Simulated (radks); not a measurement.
**Ionisation of Ge: one atom, several choices of relativity**

An exercise on one series of results from a longer session: the logs are not shown, and one member is left open.

The numbers are computed with radks (a radial shooting solver on a logarithmic mesh, Libxc functionals) version 1 (Kohn-Sham, PBE, spin-unpolarised, spherical densities), except any that are marked as measured or tabulated.

### The atom as given

```
element       : germanium (Z = 32)
charge        : 0
electrons     : 32
configuration : [Ar] 3d10 4s2 4p2
ion           : Ge⁺, [Ar] 3d10 4s2 4p1
choices       : non-relativistic; scalar-relativistic; Dirac, 2j+1 shares; Dirac, low j first; scalar-relativistic, finite nucleus; Dirac, 2j+1 shares, finite nucleus; Dirac, c × 100; Dirac, c × 1.5; Dirac, c × 0.75
```

The first run:

The run's settings:

```text
Z 32
configuration [Ar] 3d10 4s2 4p2 5s0 4d0
relativity non-relativistic
functional pbe,pbe
spin unpolarised
nucleus point
```

Steps of the session up to this table: non-relativistic: Ge.

One of the session's tables, all rows but one given; the rest of the session is left out.

It belongs to the step «non-relativistic: Ge». From the orbitals of this run (lengths in bohr):

| level | <r> | outermost maximum (interpolated) | 90 % within | nodes |
| --- | --- | --- | --- | --- |
| 1s | 0.04786 | 0.0316 | 0.0852 | 0 |
| 2s | 0.2139 | 0.180 | 0.330 | 1 |
| 2p | 0.1853 | 0.143 | 0.302 | 0 |
| 3s | 0.6350 | 0.552 | 0.949 | 2 |
| 3p | 0.6517 | 0.547 | 1.00 | 1 |
| 3d | 0.7326 | 0.503 | 1.24 | 0 |
| 4s | ? | ? | ? | ? |
| 4p | 2.902 | 2.22 | 4.59 | 2 |

Estimate the missing values for 4s.

The run gave: <r>: 2.153; outermost maximum (interpolated): 1.77; 90 % within: 3.26; nodes: 3. In the column «<r>» it lies between 3d (0.7326) and 4p (2.902).

Limits of these values: Spin polarisation and multiplet splitting of open shells are left out at every level.
